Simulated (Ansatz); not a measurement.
Born–Oppenheimer molecular dynamics of a periodic cell of 16 atoms, WC (start crystal WC, start structure P-6m2, volume 1 times the crystal's). It goes on from the last frame of an earlier run, with new velocities.

Theory: Ansatz 0.2.0, DFT LDA, scalar-relativistic, plane waves, PAW. Settings: accuracy low, PAW set soft_1, cutoff 420 eV, k mesh 2x2x2, fermi-dirac smearing 0.36 eV, no spin polarisation.

| Item | Value |
| --- | --- |
| ensemble | NVT, Langevin thermostat |
| time step | 0.75 fs |
| steps asked | 280 |
| set temperature | 3360 K |
| friction | 0.02 /fs |
| temperature schedule | 210 steps to 300 K, then 70 steps to 300 K |
| seed | 429255 |

First frame:

```xyz
16
Lattice="-2.9016 -5.0257 0.0000 4.3524 -2.5128 0.0000 0.0000 0.0000 5.6773" Properties=species:S:1:pos:R:3
W 0.094 -5.229 -0.078
C 1.457 -4.383 1.589
W 0.318 -5.161 2.867
C 1.623 -4.529 4.438
W -1.390 -2.665 0.020
C 0.175 -1.833 1.357
W -1.393 -2.670 2.565
C 0.017 -1.937 4.424
W 1.751 -2.447 -0.067
C 3.120 -1.907 1.507
W 1.753 -2.680 2.760
C 3.062 -1.762 4.282
W 0.360 -0.171 -0.214
C -1.167 -4.683 1.448
W 0.182 -0.202 2.955
C -1.519 -4.013 4.231
```

Question: What does the run give?

Answer: The run went to its last step.

| Quantity | Value |
| --- | --- |
| steps done | 280 |
| time covered | 210 fs |
| mean temperature over the second half | 1206 K |
| spread of the potential energy over the second half | 61.9 meV per atom |
| mean potential energy of the second half above the start | -384.9 meV per atom |

The schedule's set-point averaged 557 K over the second half and the system 1206 K, so it lags behind the ramp. A run of 0.21 ps of so small a system gives no equilibrium averages. Limits of this set-up: coarse k mesh, PAW files made for another functional, low accuracy level.

Question: What happens to the structure?

Answer: Mean squared displacements from the first frame to the last, about the centre of mass: W 0.05 Å², C 0.08 Å². Another seed would give other details.

Question: How do temperature and energy run in time?

Answer: 
```tsv
time (fs)	T (K)	potential energy less start (eV)
0.0	3150	0.000
17.2	3418	-0.234
34.5	5116	-3.646
51.8	3534	-3.234
69.0	2488	-3.087
86.2	1859	-3.148
103.5	2320	-4.492
120.8	1910	-5.090
138.0	1585	-5.705
155.2	1163	-5.784
172.5	959	-6.903
189.8	653	-7.269
207.0	626	-7.582
```

The run took 19 min on 1 thread of Arm Neoverse V2, with other jobs on the host, peak memory 0.5 GiB.
